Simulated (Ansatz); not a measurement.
# CH7AlBN: basis-set convergence

One table from this session's results is given with a row withheld; the runs are named, their logs left out.

The runs use Ansatz 0.2.0, Gaussian basis; one geometry, several basis sets.

The runs, in order: PBE0-D4/def2-SVP; ωB97M-V/def2-SVP; PBE0-D4/def2-QZVPP; ωB97M-V/def2-QZVPP; the functionals' def2-TZVPP values are taken from earlier runs.

### The relaxed structure

The geometry comes from an earlier relaxation with PBE0-D4 in a triple-zeta def2 set; it is a stationary point, not always the lowest conformer.

SMILES `[BH2][Al]([CH3])[NH2]`, 11 atoms, charge 0, spin multiplicity 1.

Atoms are counted from 1 here; the program's logs count them from 0.

Bond lengths: B1–Al2 2.131 Å, B1–H5 1.201 Å, B1–H6 1.201 Å, Al2–C3 1.959 Å, Al2–N4 1.777 Å, C3–H7 1.094 Å, C3–H8 1.095 Å, C3–H9 1.095 Å, N4–H10 1.008 Å, N4–H11 1.007 Å. Angles: Al2–B1–H5 123.2°, Al2–B1–H6 123.2°, H5–B1–H6 113.6°, B1–Al2–C3 123.4°, B1–Al2–N4 118.9°, C3–Al2–N4 117.7°, Al2–C3–H7 112.2°, Al2–C3–H8 111.3°, Al2–C3–H9 111.4°, H7–C3–H8 107.6°, H7–C3–H9 107.6°, H8–C3–H9 106.5°, Al2–N4–H10 124.4°, Al2–N4–H11 125.8°, H10–N4–H11 109.8°.

Set-up of the first run:

Contents of in.yaml:

```yaml
crystal:
  periodic: [false, false, false]
  atoms:
    - {symbol: B, position_ang: [-0.975478, 1.916578, -0.261218]}
    - {symbol: Al, position_ang: [-0.015436, 0.016578, -0.174349]}
    - {symbol: C, position_ang: [0.520196, -0.845197, 1.501640]}
    - {symbol: N, position_ang: [0.323342, -0.844677, -1.690735]}
    - {symbol: H, position_ang: [-0.374026, 2.954351, -0.328556]}
    - {symbol: H, position_ang: [-2.168289, 2.053085, -0.218166]}
    - {symbol: H, position_ang: [0.992709, -1.817197, 1.334058]}
    - {symbol: H, position_ang: [1.228971, -0.224598, 2.059751]}
    - {symbol: H, position_ang: [-0.339545, -1.004344, 2.160770]}
    - {symbol: H, position_ang: [0.771640, -1.745530, -1.746333]}
    - {symbol: H, position_ang: [0.101316, -0.516150, -2.616262]}
basis:
  gaussian: {orbitals: def2-SVP}
hamiltonian: {xc: pbe0, dispersion: d4}
output: {orbitals: {seedname: orbitals}}
```

Run with:

```
ansatz run in.yaml --threads 2 --pin off --events-out ev --progress --plain --max-ram 4352MiB
```

Among the steps run: PBE0-D4 in def2-SVP; ωB97M-V in def2-SVP; PBE0-D4 in def2-QZVPP; ωB97M-V in def2-QZVPP.

One of the session's tables, all rows but one given; the rest of the session is left out.

It belongs to the step «Functionals by basis». 

| functional | basis | HOMO (eV) | LUMO (eV) |
| --- | --- | --- | --- |
| PBE0-D4 | def2-SVP | -7.04 | -2.02 |
| PBE0-D4 | def2-TZVPP | -7.10 | -2.13 |
| PBE0-D4 | def2-QZVPP | -7.13 | -2.16 |
| ωB97M-V | def2-SVP | -9.17 | 0.03 |
| ωB97M-V | def2-TZVPP | ? | ? |
| ωB97M-V | def2-QZVPP | -9.28 | -0.30 |

Q: Estimate the row for ωB97M-V, def2-TZVPP from the others.

The run gave: HOMO (eV): -9.25; LUMO (eV): -0.21. In the column «HOMO (eV)» it lies between ωB97M-V, def2-QZVPP (-9.28) and ωB97M-V, def2-SVP (-9.17).
